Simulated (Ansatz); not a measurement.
# CH₄O₂SeSi: two torsions

Aim: map the energy of CH₄O₂SeSi, SMILES OC(=[Se])O[SiH3] over two coordinates, and find its wells, ridges and stiffness.

Program: Ansatz 0.2.0. Level of theory: RKS PBE0-D4/def2-SVP. These are calculated values, not measurements.

## Step 1: Where the work starts

SMILES `OC(=[Se])O[SiH3]`, 9 atoms, charge 0, spin multiplicity 1.

Atoms are counted from 1 here; the program's logs count them from 0.

Bond lengths: O1–C2 1.333 Å, O1–H6 0.981 Å, C2–Se3 1.817 Å, C2–O4 1.320 Å, O4–Si5 1.745 Å, Si5–H7 1.495 Å, Si5–H8 1.499 Å, Si5–H9 1.495 Å. Angles: C2–O1–H6 105.8°, O1–C2–Se3 124.2°, O1–C2–O4 110.7°, Se3–C2–O4 125.1°, C2–O4–Si5 120.5°, O4–Si5–H7 110.2°, O4–Si5–H8 100.3°, O4–Si5–H9 110.1°, H7–Si5–H8 111.0°, H7–Si5–H9 113.4°, H8–Si5–H9 111.0°.

Geometry (Å):

```tsv
atom	x (Å)	y (Å)	z (Å)
O1	-2.0431	1.0894	0.3855
C2	-0.7949	0.6256	0.4531
Se3	0.3732	1.0283	1.7849
O4	-0.5325	-0.1598	-0.5751
Si5	1.0348	-0.9105	-0.7383
H6	-2.1597	1.6580	1.1766
H7	2.0929	0.1334	-0.9009
H8	0.8335	-1.6742	-2.0118
H9	1.2841	-1.8365	0.4088
```

This geometry comes from a loose relaxation at PBE in a small basis, which is not shown.

## Step 3: Setting up the map

- dihedral O1–C2–O4–Si5: 12 values from −180 to 150 °, periodic
- dihedral H6–O1–C2–O4: 12 values from −180 to 150 °, periodic

Nothing else is relaxed (all other coordinates rigid). Energies count from the relaxed molecule at the same level. Points are written as (first, second).

(The set-up runs are not shown.)

## Step 4: Point (−150°, 150°)

input.yaml reads:

```yaml
crystal:
  periodic: [false, false, false]
  atoms:
    - { symbol: O, position_ang: [-2.019617, 1.078482, 0.383663] }
    - { symbol: C, position_ang: [-0.787039, 0.62498, 0.458249] }
    - { symbol: Se, position_ang: [0.574543, 1.522884, 1.224852] }
    - { symbol: O, position_ang: [-0.687455, -0.551595, -0.093274] }
    - { symbol: Si, position_ang: [0.46198, -1.726164, 0.440789] }
    - { symbol: H, position_ang: [-2.160254, 1.647127, 1.155483] }
    - { symbol: H, position_ang: [1.838313, -1.210086, 0.236863] }
    - { symbol: H, position_ang: [0.169155, -2.850734, -0.486623] }
    - { symbol: H, position_ang: [0.17573, -2.104875, 1.846803] }
basis:
  gaussian: { orbitals: def2-SVP }
hamiltonian:
  xc: pbe0
  dispersion: d4
output:
  forces: true
```

Started as:

```bash
$ ansatz run input.yaml --threads 1 --pin off --max-ram 2560MiB --backend cpu --events-out ev --progress --plain --runs-dir out
```

Further runs follow: all other points of the grid.

Before running it: what results should come out? Wanted: lowest point; highest computed point; dipole moment.

**Answer**, as computed:

| quantity | value |
| --- | --- |
| lowest point | (−180°, −180°), 0.0 kcal/mol |
| highest computed point | (−60°, 90°), 26.6 kcal/mol above the lowest |
| dipole moment (D) | 0.82 at (−180°, −180°) to 5.96 at (0°, 0°); 0.82 at the lowest point |
| time for the whole task | 7 min on 1 thread, shared host |

The lowest computed point is at (−180°, −180°), 0.0 kcal/mol from the relaxed molecule at the same level. There are further wells near (−180°, 0°) (3.0 kcal/mol above the lowest at that grid point); (0°, −180°) (4.9 kcal/mol above the lowest at that grid point). The highest computed point, (−60°, 90°), lies 26.6 kcal/mol above the lowest. On the interpolated surface the easiest way out of the lowest well to the well at (0°, −180°) passes a barrier of about 9.2 kcal/mol. Round the minimum the two coordinates are nearly uncoupled.
